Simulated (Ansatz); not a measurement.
# Mg5SiSb2: the cost of one run

Computed with Ansatz 0.2.0 (DFT PBE, scalar-relativistic, plane waves, PAW, unless a step's input says otherwise).

1 further run of the same task is left out (for a known fault of the program).

**1. The system as given**

Symmetry: P4/mmm, No. 123, tetragonal system. Conventional cell: a = 4.076 Å, b = 4.076 Å, c = 8.937 Å, α = 90.00°, β = 90.00°, γ = 90.00°. Mg (site symmetry 2mm) is surrounded by 6 Mg at 2.88 to 3.11 Å and 2 Si at 2.94 Å and 4 Sb at 2.94 to 3.11 Å. Mg (site symmetry 4/mmm) has 4 Sb at 2.88 Å and 8 Mg at 3.11 Å as nearest neighbours. Si (site symmetry 4/mmm) has 4 Sb at 2.88 Å and 8 Mg at 2.94 Å as nearest neighbours. Around Sb (site symmetry 4/mmm) lie 12 Mg at 2.88 to 3.11 Å. Sb (site symmetry 4/mmm) has 4 Si at 2.88 Å and 8 Mg at 2.94 Å as nearest neighbours.

Structure file:

```
Mg Si Sb
1.0
     4.07591    0.00000    0.00000
     0.00000    4.07591    0.00000
     0.00000    0.00000    8.93654
Mg Si Sb
5 1 2
Direct
  0.00000 0.50000 0.26231
  0.50000 0.00000 0.73769
  0.50000 0.00000 0.26231
  0.00000 0.50000 0.73769
  0.50000 0.50000 0.00000
  0.00000 0.00000 0.50000
  0.00000 0.00000 0.00000
  0.50000 0.50000 0.50000
```

A structure generator made this guess: species swapped into a database cell of Al5CuMo2 (P4/mmm, No. 123), with Mg on the Al sites, Si on the Cu sites and Sb on the Mo sites. Lengths come from tabulated atomic sizes and are only a guess.

**2. The guess as it stands, on a coarse mesh**

File input.yaml:

```yaml
crystal:
  lattice:
    - [4.07591321, 0.0, 0.0]
    - [0.0, 4.07591321, 0.0]
    - [0.0, 0.0, 8.93653993]
  atoms:
    - { symbol: Mg, position: [0.0, 0.5, 0.26230901] }
    - { symbol: Mg, position: [0.5, 0.0, 0.73769099] }
    - { symbol: Mg, position: [0.5, 0.0, 0.26230901] }
    - { symbol: Mg, position: [0.0, 0.5, 0.73769099] }
    - { symbol: Mg, position: [0.5, 0.5, 0.0] }
    - { symbol: Si, position: [0.0, 0.0, 0.5] }
    - { symbol: Sb, position: [0.0, 0.0, 0.0] }
    - { symbol: Sb, position: [0.5, 0.5, 0.5] }
basis:
  ecutwfc: 420
kpoints:
  mp_grid: { grid: [4, 4, 2] }
hamiltonian:
  xc: pbe
scf:
  occupations: { method: gaussian, width: 0.1 }
  lower_state_search: "off"
output:
  forces: true
  stress: true
  eigenvalues: true
```

On the command line:

```sh
> ansatz run input.yaml --threads 1 --pin off --max-ram 2560MiB --backend cpu --events-out ev --progress --plain --runs-dir out
```

What time and memory should one allow on 1 thread of Intel Xeon at 2.50GHz (Skylake/Cascade Lake), shared host?

About 13 s, with a peak of 0.42 GiB.
